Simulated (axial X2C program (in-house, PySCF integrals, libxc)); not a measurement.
**WB⁺: bond curves with and without spin–orbit coupling**

What are the state, bond length, wavenumber and bond energy of WB⁺, and what does spin–orbit coupling change?

Computed with an in-house X2C program for linear molecules on PySCF integrals. Level: all-electron X2C, W dyall-cv3z, B dyall-v3z.

All values are calculated.

### Step 1. Input

task.json reads:

```json
{"zs": [74, 5], "q": 1, "bas": ["dyall-cv3z", "dyall-v3z"], "levels": ["PBE0", "HF", "TPSS"], "cc": true, "r0": 2.22, "thr": -1.0, "nmax": 90, "npts": 10, "nst": 2, "ntry": 6}
```

Keys: zs atomic numbers; q charge; bas basis sets; levels methods (HF also brings MP2); cc coupled cluster on or off; r0 starting distance in Å; thr threshold in hartree for freezing inner shells (an s shell follows its p shell); nmax most natural virtual spinors; npts points asked for on the curve; nst determinants followed; ntry starts of the search.

Started as:

```sh
python so2c.py task.json out
```

Spin-free means the one-electron spin-free X2C Hamiltonian; two-component (2c) means X2C with spin–orbit coupling and atomic mean-field two-electron Coulomb and Gaunt terms. Basis: W dyall-cv3z contracted to [13s14p9d7f4g], B dyall-v3z contracted to [7s6p2d1f]; Gaussian nuclei, density fitting. Masses: W 183.951 u, B 11.009 u.

Notation: σ, π±, δ± give the projection m of an orbital's angular momentum (0, ±1, ±2), α and β its spin, Λ and M_S the sums; ω is the projection of a spinor's total angular momentum and Ω the sum. Logs are in hartree.

The results follow Hamiltonian by Hamiltonian and level by level.

### Step 2. Search for the lowest determinant

PBE0 moves the distance from 2.220 Å to 2.086 Å and compares determinants there.

Spin-free determinants:

| ΔE (eV) | state | open shells |
| --- | --- | --- |
| 0.00 | M_S = 3, Λ = 0 | beyond closed shells: 2 × σα, π+α, π-α, δ+α, δ-α |
| 0.55 | M_S = 2, Λ = 0 | beyond closed shells: π+α, π-α, δ+α, δ-α |
| 1.23 | M_S = 2, Λ = 3 | beyond closed shells: 2 × σα, π+α, π+β, π-α, δ+α |
| 1.23 | M_S = 2, Λ = 1 | beyond closed shells: 2 × σα, π+α, π-α, π-β, δ+α |
| 1.45 | M_S = 2, Λ = 1 | beyond closed shells: σα, π+α, π+β, π-α, δ+α, δ-α |
| 1.79 | M_S = 2, Λ = 2 | beyond closed shells: σα, π+α, π-α, δ+α |
| 2.72 | M_S = 3, Λ = 1 | beyond closed shells: σα, 2 × π+α, π-α, δ+α, δ-α |

Two-component determinants:

| ΔE (eV) | state | open shells |
| --- | --- | --- |
| 0.00 | Ω = 3 | excess of +ω over −ω: ω = 1/2, ω = 5/2 |
| 0.55 | Ω = 2 | excess of +ω over −ω: ω = -1/2, ω = 5/2 |
| 0.86 | Ω = 1 | excess of +ω over −ω: 2 × ω = 1/2 |
| 1.02 | Ω = 1 | excess of +ω over −ω: ω = -1/2, ω = 3/2 |
| 1.45 | Ω = 5 | excess of +ω over −ω: 2 × ω = 1/2, ω = 3/2, ω = 5/2 |
| 1.46 | Ω = 2 | excess of +ω over −ω: 2 × ω = 1/2, ω = -3/2, ω = 5/2 |
| 1.53 | Ω = 1 | excess of +ω over −ω: ω = -3/2, ω = 5/2 |

### Step 3. PBE0, spin-free

State followed: M_S = 3, Λ = 0 (beyond closed shells: 2 × σα, π+α, π-α, δ+α, δ-α). The scan is laid around 2.086 Å, a first estimate of the minimum, and this SCF restarts from the orbitals of the search.

Output at 2.086 Å:

```text
spin-free X2C-1e  PBE0
basis functions 227  fitting functions 1157  grid points 5080
iter        total energy     max residual
   1     -16167.952034082     4.78e-06
   2     -16167.952034083     5.66e-06
converged
one-electron -22352.44202241  Coulomb 6422.94592666  exact exchange -81.78184430  xc functional -250.53582367  nuclear repulsion 93.86172965
```

Along the bond, energies from the lowest point:

```
R (Å)  E (eV)  μ (D)  HOMO (eV)  LUMO (eV)  iterations
1.815  0.8192   0.06     -12.76      -9.96          12
1.898  0.3369   0.18     -12.80      -9.64          12
1.961  0.1317   0.30     -12.81      -9.43          12
2.023  0.0271   0.44     -12.81      -9.24          12
2.086  0.0000   0.61     -12.79      -9.07           2
2.159  0.0408   0.82     -12.74      -8.89          12
2.232  0.1366   1.06     -12.65      -8.75          12
2.326  0.3115   1.39     -12.51      -8.72          13
2.441  0.5654   1.81     -12.35      -8.75          13
2.607  0.9519   2.47     -12.12      -8.77          13
```

Dipoles are positive if B is the positive end and refer to the centre of mass.

Outer orbitals at the reference distance:

| symmetry | occupied | ε (eV) | atomic character |
| --- | --- | --- | --- |
| σα | yes | -19.09 | 53% B s, 20% W d, 13% W s |
| σβ | yes | -16.96 | 50% B s, 18% W d, 13% W s |
| σα | yes | -13.77 | 45% B p, 37% W d, 12% B s |
| π-α | yes | -13.70 | 72% W d, 24% B p, 2% B d |
| π+α | yes | -13.70 | 72% W d, 24% B p, 2% B d |
| δ-α | yes | -12.86 | 99% W d |
| δ+α | yes | -12.86 | 99% W d |
| σα | yes | -12.79 | 49% W s, 25% W d, 20% B p |
| π+β | no | -9.07 | 50% W d, 43% B p, 2% W p |
| π-β | no | -9.07 | 50% W d, 43% B p, 2% W p |
| σβ | no | -8.66 | 42% B p, 22% W d, 15% B s |
| π-α | no | -8.30 | 47% B p, 24% W p, 23% W d |

PBE0 fields in the half plane through the axis: z from -2.4 to 4.2 Å across, distance from the axis 0.15 to 2.25 Å upwards; W lies at z = 0 and B at z = 2.086 Å; the ELF is damped to zero where the density is low.

log10 density (e/bohr³). Ten even steps from ' ' (-4.93 ) to '@' (1.80 ):
```
    ....::::::::::::::::::::::::........      
  ....::::------------------::::::::::......  
....::::------========--------------::::::....
....::----========================------::::..
..::::--====++++++++++++==============----::..
..::----==++++******++++++++++++++++====--::::
..::----==++**######**++++++++++++++++==----::
..::--==++**##%%@@%%##**++****%%**++++==----::
```

ELF. Ten even steps from ' ' (0.00 ) to '@' (1.00 ):
```
          ....::::::....                      
        ..::--------::::......                
      ..::--========--------::::------::      
      ..::--====++==--==++++++++**######==..  
      ....::--==++==----**######%%@@@@@@%%==  
        ..::==++**++----**%%####%%@@@@@@@@%%::
        ..--++==--==++--##%%::  --@@@@@@@@@@==
        ::++**++::++++--##%%..@@..@@@@@@@@@@++
```

Re = 2.081 Å, ωe = 630 cm⁻¹, ωexe = 4.28 cm⁻¹, Be = 0.3748 cm⁻¹, De = 3.77 eV, μ = 0.59 D.

### Step 4. HF, spin-free

Output at 2.086 Å:

```text
spin-free X2C-1e  HF
basis functions 227  fitting functions 1157  grid points 5080
iter        total energy     max residual
   1     -16162.761743305     9.89e-01
   2     -16162.803898777     2.07e-02
   3     -16162.806084107     2.42e-02
   4     -16162.809210770     4.30e-03
   5     -16162.810075852     3.33e-03
   6     -16162.810718671     1.85e-03
   7     -16162.810937672     1.02e-03
   8     -16162.811006929     4.25e-04
   9     -16162.811026688     1.40e-04
  10     -16162.811029930     7.97e-05
  11     -16162.811030733     3.38e-05
  12     -16162.811030873     9.36e-06
  13     -16162.811030887     5.51e-06
  14     -16162.811030889     2.71e-06
  15     -16162.811030890     1.13e-06
converged
one-electron -22356.46576716  Coulomb 6427.19017281  exact exchange -327.39716618  xc functional 0.00000000  nuclear repulsion 93.86172965
```

Re = 2.202 Å, ωe = 447 cm⁻¹, ωexe = 4.19 cm⁻¹, Be = 0.3346 cm⁻¹, De = 2.14 eV, μ = 0.92 D.

### Step 5. TPSS, spin-free

The SCF at the reference distance of 2.086 Å:

```text
spin-free X2C-1e  TPSS
basis functions 227  fitting functions 1157  grid points 5080
iter        total energy     max residual
   1     -16167.726029917     2.47e-01
   2     -16167.726050894     2.30e-02
   3     -16167.699534223     4.18e-02
   4     -16167.724064953     2.17e-02
   5     -16167.730553261     5.45e-04
   6     -16167.730555391     4.20e-04
   7     -16167.730558504     1.18e-04
   8     -16167.730558720     2.55e-05
   9     -16167.730558737     5.16e-06
  10     -16167.730558738     7.05e-07
converged
one-electron -22349.52796328  Coulomb 6419.95799831  exact exchange 0.00000000  xc functional -332.02232341  nuclear repulsion 93.86172965
```

Re = 2.094 Å, ωe = 623 cm⁻¹, ωexe = 3.71 cm⁻¹, Be = 0.3701 cm⁻¹, De = 3.99 eV, μ = 0.69 D.

### Step 6. MP2 and beyond, spin-free

Correlated methods: 8 electrons correlated (frozen shells, counted by type: W 5 s, 4 p, 2 d, 1 f; B 1 s), 294 virtual spinors in MP2, 90 natural virtuals in coupled cluster.

Output of the correlated part at 2.086 Å:

```text
correlated 8  virtual 294  natural virtual 90  E(MP2) -0.133795803  MP2 remainder -0.002648380
iter   CCSD correlation   residual
   1     -0.144777869   1.17e-01
   2     -0.152401077   6.09e-02
   3     -0.154518513   2.79e-02
   4     -0.155379027   1.40e-02
   5     -0.155612482   5.10e-03
   6     -0.155631464   1.66e-03
   7     -0.155641790   6.08e-04
   8     -0.155642785   2.11e-04
   9     -0.155642646   6.62e-05
  10     -0.155643010   2.22e-05
  11     -0.155643231   1.01e-05
  12     -0.155643302   4.15e-06
  13     -0.155643326   1.87e-06
  14     -0.155643332   8.92e-07
(T) -0.007596757  T1 0.0587  D1 0.0985  max T2 0.077
```

T1 in the output is the amplitude norm over the root of the electron number; divide by √2 for the Lee–Taylor value.

MP2: Re = 2.062 Å, ωe = 638 cm⁻¹, Be = 0.3816 cm⁻¹, De = 3.22 eV.

CCSD: Re = 2.110 Å, ωe = 595 cm⁻¹, ωexe = 4.88 cm⁻¹, Be = 0.3644 cm⁻¹, De = 3.15 eV. T1 at Re = 0.043 (Lee–Taylor, the printed value over √2).

CCSD(T): Re = 2.105 Å, ωe = 610 cm⁻¹, ωexe = 4.55 cm⁻¹, Be = 0.3662 cm⁻¹, De = 3.29 eV. T1 at Re = 0.042 (Lee–Taylor, the printed value over √2).

### Step 7. A higher determinant, spin-free

State: M_S = 2, Λ = 0 (beyond closed shells: π+α, π-α, δ+α, δ-α).

Output at the reference distance:

```text
spin-free X2C-1e  PBE0
basis functions 227  fitting functions 1157  grid points 5080
iter        total energy     max residual
   1     -16167.931700353     1.13e-05
   2     -16167.931700356     7.04e-06
   3     -16167.931700358     4.20e-06
converged
one-electron -22353.14596541  Coulomb 6423.66782549  exact exchange -81.78050258  xc functional -250.53478751  nuclear repulsion 93.86172965
```

```
R (Å)  E above the lowest PBE0 point (eV)
1.815                               1.144
1.898                               0.761
1.961                               0.610
2.023                               0.548
2.086                               0.553
2.159                               0.622
2.232                               0.736
2.326                               0.920
2.441                               1.161
```

Re = 2.048 Å, ωe = 634 cm⁻¹, ωexe = 4.81 cm⁻¹, Be = 0.3869 cm⁻¹, μ = 0.21 D. ⟨S²⟩ = 6.97 against 6.00 for a pure state, so this determinant mixes spins. Te = 0.54 eV.

### Step 8. The spin-free curves together

Energy (eV) of the followed determinant, spin-free, from each level's lowest point:

```
R (Å)   PBE0     HF    MP2   CCSD  CCSD(T)   TPSS
1.815  0.819  1.170  0.740    n/a      n/a  0.889
1.898  0.337  0.611  0.277  0.425    0.418  0.383
1.961  0.132  0.341  0.092  0.189    0.183  0.161
2.023  0.027  0.165  0.008  0.055    0.051  0.041
2.086  0.000  0.060  0.000  0.000    0.000  0.000
2.159  0.041  0.005  0.057  0.011    0.016  0.028
2.232  0.137  0.000  0.160  0.078    0.091  0.115
2.326  0.311  0.044  0.330  0.217    0.242  0.284
2.441  0.565  0.145  0.560    n/a      n/a  0.538
2.607  0.952  0.336  0.894    n/a      n/a  0.936
```

### Step 9. PBE0, 2c

State followed: Ω = 3 (excess of +ω over −ω: ω = 1/2, ω = 5/2). The scan is laid around 2.086 Å, a first estimate of the minimum, and this SCF restarts from the orbitals of the search.

Output at 2.086 Å:

```text
two-component X2C + atomic mean field  PBE0
basis functions 227  fitting functions 1157  grid points 5080
iter        total energy     max residual
   1     -16166.694277439     6.31e-06
   2     -16166.694277441     9.95e-06
converged
one-electron -22334.55765417  Coulomb 6420.25235532  exact exchange -81.75240421  xc functional -250.49052447  nuclear repulsion 93.86172965  atomic mean-field constant -14.00777955
```

Along the bond, energies from the lowest point:

```
R (Å)  E (eV)  μ (D)  HOMO (eV)  LUMO (eV)  iterations
1.815  0.7900   0.00     -12.75     -10.02          91
1.898  0.3236   0.15     -12.79      -9.70          15
1.961  0.1250   0.28     -12.73      -9.49          14
2.023  0.0245   0.43     -12.64      -9.30          13
2.086  0.0000   0.60     -12.55      -9.12           2
2.159  0.0424   0.82     -12.44      -8.95          13
2.232  0.1390   1.05     -12.34      -8.80          13
2.326  0.3138   1.38     -12.20      -8.75          13
2.441  0.5669   1.80     -12.04      -8.77          13
2.607  0.9518   2.46     -11.81      -8.78          13
```

Dipoles are positive if B is the positive end and refer to the centre of mass.

Outer spinors at the reference distance:

| ω | occupied | ε (eV) | atomic character | λ mixture |
| --- | --- | --- | --- | --- |
| 1/2 | yes | -19.07 | 53% B s, 20% W d, 13% W s | 100% σ |
| -1/2 | yes | -16.97 | 50% B s, 19% W d, 13% W s | 100% σ |
| -1/2 | yes | -13.80 | 73% W d, 22% B p, 2% B d | 99% π, 1% σ |
| 1/2 | yes | -13.77 | 44% B p, 38% W d, 12% B s | 99% σ, 1% π |
| 3/2 | yes | -13.58 | 70% W d, 25% B p, 2% B d | 100% π |
| -3/2 | yes | -13.17 | 99% W d | 98% δ, 2% π |
| 1/2 | yes | -12.79 | 49% W s, 24% W d, 21% B p | 99% σ, 1% π |
| 5/2 | yes | -12.55 | 99% W d | 100% δ |
| 1/2 | no | -9.12 | 51% W d, 41% B p, 2% W p | 99% π, 1% σ |
| -3/2 | no | -9.00 | 49% W d, 44% B p, 2% W p | 99% π, 1% δ |
| -1/2 | no | -8.70 | 42% B p, 23% W d, 15% W p | 84% σ, 16% π |
| -1/2 | no | -8.39 | 47% B p, 24% W p, 19% W d | 82% π, 18% σ |

PBE0 fields in the half plane through the axis: z from -2.4 to 4.2 Å across, distance from the axis 0.15 to 2.25 Å upwards; W lies at z = 0 and B at z = 2.086 Å; the ELF is damped to zero where the density is low.

log10 density (e/bohr³). Ten even steps from '0' (-4.92 ) to '9' (1.80 ):
```
00112222222222221111000
01122333333333222221110
11223334444333333322211
11233444444444444333221
12234455555544444443321
12334556665555555544322
12344567776555555554332
12345678987656686554332
```

ELF. Ten even steps from '0' (0.00 ) to '9' (1.00 ):
```
00000112221100000000000
00001233332211100000000
00012344443333223332000
00012344443455556777410
00011234543367778999840
00001245653368778999982
00001354345378203999994
00002565255378191999995
```

Re = 2.079 Å, ωe = 627 cm⁻¹, ωexe = 4.28 cm⁻¹, Be = 0.3756 cm⁻¹, De = 3.57 eV, μ = 0.58 D.

### Step 10. HF, 2c

Output at 2.086 Å:

```text
two-component X2C + atomic mean field  HF
basis functions 227  fitting functions 1157  grid points 5080
iter        total energy     max residual
   1     -16161.460965616     9.85e-01
   2     -16161.503521259     2.07e-02
   3     -16161.505768352     2.43e-02
   4     -16161.508900898     4.23e-03
   5     -16161.509782742     3.29e-03
   6     -16161.510438665     1.93e-03
   7     -16161.510668625     1.14e-03
   8     -16161.510746289     4.76e-04
   9     -16161.510773247     1.97e-04
  10     -16161.510779661     1.33e-04
  11     -16161.510782054     8.36e-05
  12     -16161.510782786     5.23e-05
  13     -16161.510783069     3.12e-05
  14     -16161.510783180     1.79e-05
  15     -16161.510783224     7.07e-06
  16     -16161.510783232     2.27e-06
  17     -16161.510783232     1.45e-06
converged
one-electron -22338.52575107  Coulomb 6424.44145181  exact exchange -327.28043407  xc functional 0.00000000  nuclear repulsion 93.86172965  atomic mean-field constant -14.00777955
```

Re = 2.200 Å, ωe = 446 cm⁻¹, ωexe = 4.24 cm⁻¹, Be = 0.3354 cm⁻¹, De = 1.91 eV, μ = 0.90 D.

### Step 11. TPSS, 2c

Output at 2.086 Å:

```text
two-component X2C + atomic mean field  TPSS
basis functions 227  fitting functions 1157  grid points 5080
iter        total energy     max residual
   1     -16166.457788490     2.46e-01
   2     -16166.457827639     2.31e-02
   3     -16166.430955044     4.18e-02
   4     -16166.455482224     2.23e-02
   5     -16166.462328092     5.53e-04
   6     -16166.462330571     4.54e-04
   7     -16166.462334047     1.13e-04
   8     -16166.462334242     2.43e-05
   9     -16166.462334258     5.28e-06
  10     -16166.462334259     5.80e-07
converged
one-electron -22331.65017471  Coulomb 6417.27120633  exact exchange 0.00000000  xc functional -331.93731597  nuclear repulsion 93.86172965  atomic mean-field constant -14.00777955
```

Re = 2.092 Å, ωe = 620 cm⁻¹, ωexe = 3.71 cm⁻¹, Be = 0.3707 cm⁻¹, De = 3.88 eV, μ = 0.69 D.

### Step 12. MP2 and beyond, 2c

Correlated methods: 8 electrons correlated (frozen shells, counted by type: W 5 s, 4 p, 2 d, 1 f; B 1 s), 294 virtual spinors in MP2, 90 natural virtuals in coupled cluster.

Output of the correlated part at 2.086 Å:

```text
correlated 8  virtual 294  natural virtual 90  E(MP2) -0.134220739  MP2 remainder -0.002808225
iter   CCSD correlation   residual
   1     -0.145009785   1.18e-01
   2     -0.152603230   6.11e-02
   3     -0.154766414   2.83e-02
   4     -0.155627979   1.42e-02
   5     -0.155873957   5.31e-03
   6     -0.155897030   1.93e-03
   7     -0.155908023   7.86e-04
   8     -0.155910587   3.32e-04
   9     -0.155909645   1.65e-04
  10     -0.155910021   9.88e-05
  11     -0.155909534   5.52e-05
  12     -0.155909977   2.21e-05
  13     -0.155910189   1.04e-05
  14     -0.155910429   5.69e-06
  15     -0.155910526   2.87e-06
  16     -0.155910575   1.40e-06
  17     -0.155910589   6.38e-07
(T) -0.007630208  T1 0.0591  D1 0.0985  max T2 0.077
```

MP2: Re = 2.060 Å, ωe = 637 cm⁻¹, Be = 0.3826 cm⁻¹, De = 2.97 eV.

CCSD: Re = 2.109 Å, ωe = 587 cm⁻¹, ωexe = 4.43 cm⁻¹, Be = 0.3647 cm⁻¹, De = 2.89 eV. T1 at Re = 0.043 (Lee–Taylor, the printed value over √2).

CCSD(T): Re = 2.104 Å, ωe = 600 cm⁻¹, ωexe = 4.04 cm⁻¹, Be = 0.3665 cm⁻¹, De = 3.04 eV. T1 at Re = 0.043 (Lee–Taylor, the printed value over √2).

### Step 13. A higher determinant, 2c

State: Ω = 2 (excess of +ω over −ω: ω = -1/2, ω = 5/2).

Output at the reference distance:

```text
two-component X2C + atomic mean field  PBE0
basis functions 227  fitting functions 1157  grid points 5080
iter        total energy     max residual
   1     -16166.674070325     5.83e-06
   2     -16166.674070330     6.84e-06
   3     -16166.674070331     3.52e-06
converged
one-electron -22335.29089724  Coulomb 6421.00352919  exact exchange -81.75099661  xc functional -250.48965576  nuclear repulsion 93.86172965  atomic mean-field constant -14.00777955
```

```
R (Å)  E above the lowest PBE0 point (eV)
1.815                               1.097
1.898                               0.735
1.961                               0.595
2.023                               0.539
2.086                               0.550
2.159                               0.622
2.232                               0.739
2.326                               0.926
2.441                               1.170
```

Re = 2.043 Å, ωe = 632 cm⁻¹, ωexe = 4.7 cm⁻¹, Be = 0.3889 cm⁻¹, μ = 0.15 D. Te = 0.54 eV.

### Step 14. The 2c curves together

Energy (eV) of the followed determinant, 2c, from each level's lowest point:

```
R (Å)   PBE0     HF    MP2   CCSD  CCSD(T)   TPSS
1.815  0.790  1.147  0.715    n/a      n/a  0.863
1.898  0.324  0.597  0.265  0.411    0.404  0.371
1.961  0.125  0.331  0.086  0.182    0.176  0.155
2.023  0.024  0.159  0.006  0.052    0.049  0.038
2.086  0.000  0.056  0.000  0.000    0.000  0.000
2.159  0.042  0.003  0.059  0.011    0.016  0.029
2.232  0.139  0.000  0.163  0.078    0.090  0.116
2.326  0.314  0.045  0.334  0.215    0.239  0.285
2.441  0.567  0.147  0.565    n/a      n/a  0.538
2.607  0.952  0.338  0.897    n/a      n/a  0.933
```

The whole job took 4.1 min on 1 thread of Arm Neoverse V1, shared host; peak memory 0.6 GiB.

### Step 15. Results

Lowest determinant that the search found at its distance, spin-free: M_S = 3, Λ = 0 (beyond closed shells: 2 × σα, π+α, π-α, δ+α, δ-α).

Lowest determinant that the search found at its distance, 2c: Ω = 3 (excess of +ω over −ω: ω = 1/2, ω = 5/2).

| Hamiltonian | level | Re (Å) | ωe (cm⁻¹) | De (eV) | μ (D) |
| --- | --- | --- | --- | --- | --- |
| spin-free | PBE0 | 2.081 | 630 | 3.77 | 0.59 |
| spin-free | HF | 2.202 | 447 | 2.14 | 0.92 |
| spin-free | MP2 | 2.062 | 638 | 3.22 | n/a |
| spin-free | CCSD | 2.110 | 595 | 3.15 | n/a |
| spin-free | CCSD(T) | 2.105 | 610 | 3.29 | n/a |
| spin-free | TPSS | 2.094 | 623 | 3.99 | 0.69 |
| 2c | PBE0 | 2.079 | 627 | 3.57 | 0.58 |
| 2c | HF | 2.200 | 446 | 1.91 | 0.90 |
| 2c | MP2 | 2.060 | 637 | 2.97 | n/a |
| 2c | CCSD | 2.109 | 587 | 2.89 | n/a |
| 2c | CCSD(T) | 2.104 | 600 | 3.04 | n/a |
| 2c | TPSS | 2.092 | 620 | 3.88 | 0.69 |

Dipoles are positive if B is the positive end and refer to the centre of mass.

Time per point (s) on 1 thread of Arm Neoverse V1, shared host (2c runs; CCSD comes with the CCSD(T) run); the times are rough: PBE0 1.8, HF 1.1, MP2 1.3, CCSD(T) 4.4, TPSS 0.9.

**Reading.** At CCSD(T), going from spin-free to two-component changes Re by -1 mÅ, ωe by -1.6 %, which is small (part of it comes from the scalar share of the two-electron terms). De moves by -0.25 eV; both De rest on single-determinant atoms, which can miss part of an open shell's spin–orbit lowering.

De refers to W+ + B, each in the lowest determinant found, which need not be this curve's own limit. Each curve is one determinant whose occupation by symmetry is held fixed; it was picked as the lowest of a PBE0 search that is not exhaustive. De is counted from the lowest determinant-based energies of the atoms at the same level, without counterpoise correction. Density functionals use the spin component along the axis (collinear). Coupled cluster ran in a truncated set of natural virtual spinors; the MP2 energy of the rest was added. The meta-GGAs lack a current-density term, which matters for open shells with orbital currents, atoms included. With several unpaired electrons one determinant need not be a pure state. With the outer-core shells frozen, correlated bond lengths of heavy atoms tend to come out a few hundredths of an ångström too long. T1 at Re is 0.043 (Lee–Taylor), above the customary mark of 0.02.
